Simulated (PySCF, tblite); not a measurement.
# C₄H₅N₃O₂Si: geometry, infrared bands and NMR shifts

What infrared bands and NMR shifts should C₄H₅N₃O₂Si (`O=Cc1nn([SiH3])nc1C=O`) show?

Programs: tblite 0.8.0 and PySCF 2.14.0, with density-fitted response routines of our own. Each step states its level of theory. These are calculated values for one molecule in the gas phase, unless marked as measured. Atoms count from 0, in the outputs and in this text.

**1. The starting structure**

15 atoms, charge 0, multiplicity 1; geometry from: force field or distance geometry start.

Bonds of the start (Å): O0–C1 1.22, C1–C2 1.47, C2–N3 1.34, N3–N4 1.37, N4–Si5 1.79, N4–N6 1.34, N6–C7 1.34, C7–C8 1.46, C8–O9 1.23, C7–C2 1.41, C1–H10 1.09, Si5–H11 1.49, Si5–H12 1.48, Si5–H13 1.50, C8–H14 1.11.

**2. Optimising the geometry with GFN2-xTB**

Job settings and geometry (Å):

```
{"job": {"kind": "relax", "xc": "GFN2-xTB", "basis": "xTB"}, "charge": 0, "multiplicity": 1}
O     -3.191800     0.886600    -0.604600
C     -2.060100     1.307000    -0.767200
C     -0.870500     0.566500    -0.328200
N      0.357100     1.069000    -0.528900
N      1.137300     0.084100     0.017000
Si     2.920100     0.208100     0.029800
N      0.497900    -0.984500     0.516800
C     -0.793300    -0.687600     0.313700
C     -1.879600    -1.584900     0.707500
O     -1.731600    -2.668300     1.266100
H     -1.861800     2.273700    -1.240800
H      3.379600     1.497500    -0.558100
H      3.544000    -0.887300    -0.753500
H      3.454900     0.151200     1.425400
H     -2.906700    -1.223200     0.483100
```

Command:

```bash
$ OMP_NUM_THREADS=1 python probes_run.py task.json out
```

The driver reads the jobs from task.json and runs them one after another.

**Question.** This job is followed by: GFN2-xTB harmonic vibrations, gas phase; GIAO PBE0/pcSseg-1 NMR shielding, non-relativistic, gas phase. Predict these results of the whole session: strongest single infrared mode (GFN2-xTB); zero-point energy (GFN2-xTB); 13C shifts against TMS (PBE0/pcSseg-1, means over atoms taken as alike); 1H shifts against TMS (PBE0/pcSseg-1, means over atoms taken as alike); 17O shifts against H2O (PBE0/pcSseg-1, means over atoms taken as alike); 15N shifts against NH3 (PBE0/pcSseg-1, means over atoms taken as alike); 29Si shifts against TMS (PBE0/pcSseg-1).

**Answer**, as computed:

| quantity | value |
| --- | --- |
| strongest single infrared mode (GFN2-xTB) | 778 cm⁻¹, 418 km/mol |
| zero-point energy (GFN2-xTB) | 55.3 kcal/mol |
| 13C shifts against TMS (PBE0/pcSseg-1, means over atoms taken as alike) | 191.0, 153.9 ppm |
| 1H shifts against TMS (PBE0/pcSseg-1, means over atoms taken as alike) | 10.91, 5.41 ppm |
| 17O shifts against H2O (PBE0/pcSseg-1, means over atoms taken as alike) | 710.6 ppm |
| 15N shifts against NH3 (PBE0/pcSseg-1, means over atoms taken as alike) | 397.9, 279.5 ppm |
| 29Si shifts against TMS (PBE0/pcSseg-1) | -38.6 ppm |

Over 28 steps the energy fell by 0.364 eV; of the close pairs, N3–N4 changed most, 1.370 to 1.313 Å. All 39 modes are real, so the xTB geometry is a minimum. The strongest single mode, at 778 cm⁻¹, is carried by H13, H12, H11. Unscaled tight-binding wavenumbers are off by several per cent, some by more. Its intensities can rank the bands wrongly. C1, C8 (mean) (aldehyde carbonyl carbon) lies farthest downfield among carbon, at 191.0 ppm; the double bond to the heteroatom, with no lone-pair donor beside it, deshields it most. The most deshielded hydrogen is H10, H14 (mean) (hydrogen on an aldehyde carbonyl carbon), at 10.91 ppm: deshielded by the polar, anisotropic C=O bond. At PBE0/pcSseg-1: The largest span, 1490 ppm, is at O0, O9, where the paramagnetic term is -772 ppm. NICS(1)zz of -31 ppm above the planar ring from C2 marks a diatropic (aromatic) ring current.
